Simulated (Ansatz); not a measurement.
This script makes an atomisation energy of H₃InO₃, SMILES [OH][In]([OH])[OH] with Ansatz 0.2.0 through its Python package.

The script, `tae.py`:
```python
"""Energy to split H3InO3 into its atoms."""

from collections import Counter

import ansatz as az
from ase import Atoms

BASIS = "def2-SVP"
FUNCTIONAL = "cam_b3lyp"


def total_energy(molecule, charge=0, unpaired=0):
    calc = molecule.calculation().basis(gaussian=BASIS).functional(FUNCTIONAL)
    if charge:
        calc = calc.charge(charge)
    if unpaired:
        calc = calc.spin("collinear", total=unpaired)
    return calc.run().report["free_energy_ev"]


def main() -> None:
    atoms = Atoms(["O", "In", "O", "O", "H", "H", "H"], positions=[
        (-1.7449, 0.2397, 0.3982),
        (-0.3169, -0.9624, 0.1867),
        (1.1151, -0.1054, 1.4601),
        (0.4837, -1.0319, -1.4542),
        (-1.398, 1.1095, 0.0032),
        (1.2854, 0.7757, 1.0141),
        (0.637, -0.0931, -1.654),
    ])
    mol = az.Crystal.molecule_from_ase(atoms)

    # Hund ground states
    unpaired = {"O": 2, "In": 1, "H": 1}
    counts = Counter(site.symbol for site in mol.cartesian_sites)
    atom_energy = {s: total_energy(az.Crystal.molecule().atom(s, (0, 0, 0)), 0, unpaired[s]) for s in counts}
    whole = total_energy(mol, 0, 0)
    for s, e in atom_energy.items():
        print(f"{s:2s} x{counts[s]}  {e:14.5f} eV")
    print(f"H3InO3: {whole:.5f} eV")
    split = sum(counts[s] * e for s, e in atom_energy.items()) - whole
    print(f"atomisation energy (no zero-point term): {96.485332 * split:.1f} kJ/mol, {split / sum(counts.values()):.3f} eV an atom")


if __name__ == "__main__":
    main()
```

What does it cost to take this molecule apart into atoms?

1976.1 kJ/mol from the electronic energies, without the zero-point term.

The run itself:

```console
$ python tae.py
O  x3     -2040.23690 eV
In x1     -5172.54861 eV
H  x3       -13.54842 eV
H3InO3: -11354.38588 eV
atomisation energy (no zero-point term): 1976.1 kJ/mol, 2.926 eV an atom
```

What to keep in mind:
- Total energies depend on the basis set; only differences at equal settings carry meaning.
- The geometry is a force-field or estimated start, not a minimum of this method, and the basis set is short of its limit. All parts are taken at fixed geometry, without zero-point energy.
- def2 sets replace the cores of elements past krypton by effective core potentials.
- The spin-orbit lowering of heavy atoms is left out.
- It ran for 4.6 s on 1 thread of AMD EPYC 7R43 64-Core Processor (Zen 3) (shared host), peak memory 0.25 GiB.

(Lines on the test bed's own set-up are left out of the output.)
